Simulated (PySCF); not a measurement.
# A diatomic session: CsNa+

The task here is to estimate one member of a computed series from the others.

The runs use PySCF 2.14.0; Cs def2-SVP with ECP46, Na def2-SVP, scalar-relativistic core potentials.

The first run:

The job is set up so:

```yaml
atoms: Cs, Na
charge: 1
basis: Cs def2-SVP with ECP46, Na def2-SVP
Hamiltonian: scalar-relativistic core potentials
basis_functions: 39
electrons_treated: 19
masses_in_u: 132.9054, 22.9898
levels: PBE0, PBE, r²SCAN, PW91, BLYP, r²SCAN0, HSE06, HF, MP2, SCS-MP2, CCSD, CCSD(T)
grid: 80 radial by 434 angular points
occupations: held fixed by the projection of orbital angular momentum
dissociation_limit: Cs+ + Na, each in its ground configuration
starting_distance_in_angstrom: 3.880
values_of_2S_to_try: 1, 3
```

The run is started by

```
$ OMP_NUM_THREADS=1 python dia.py task.json out
```

Among the steps run: The job; First curve: PBE0; PBE; r²SCAN (meta-GGA); PW91 (GGA); BLYP (GGA); r²SCAN0; HSE06 (range-separated hybrid); UHF; MP2 and coupled cluster.

One table of the session follows, with a row left open; its other results are not shown here.

```
      level  Re (Å)  ωe (cm⁻¹)  De (eV)
        UHF   4.812       58.0    0.302
    UHF-MP2   4.665       61.4    0.358
UHF-SCS-MP2       ?          ?        ?
   UHF-CCSD   4.637       62.3    0.371
UHF-CCSD(T)   4.632       62.4    0.373
        PBE   4.554       60.3    0.413
       PW91   4.540       60.4    0.429
       BLYP   4.600       56.0    0.365
     r²SCAN   4.534       64.2    0.379
       PBE0   4.556       62.8    0.391
    r²SCAN0   4.509       65.6    0.382
      HSE06   4.554       62.3    0.394
```

**Question.** Estimate the row for UHF-SCS-MP2.

As computed: Re (Å): 4.687; ωe (cm⁻¹): 60.7; De (eV): 0.348. In the column «Re (Å)» it lies between UHF-MP2 (4.665) and UHF (4.812).

De is counted to Cs+ + Na in their ground configurations.
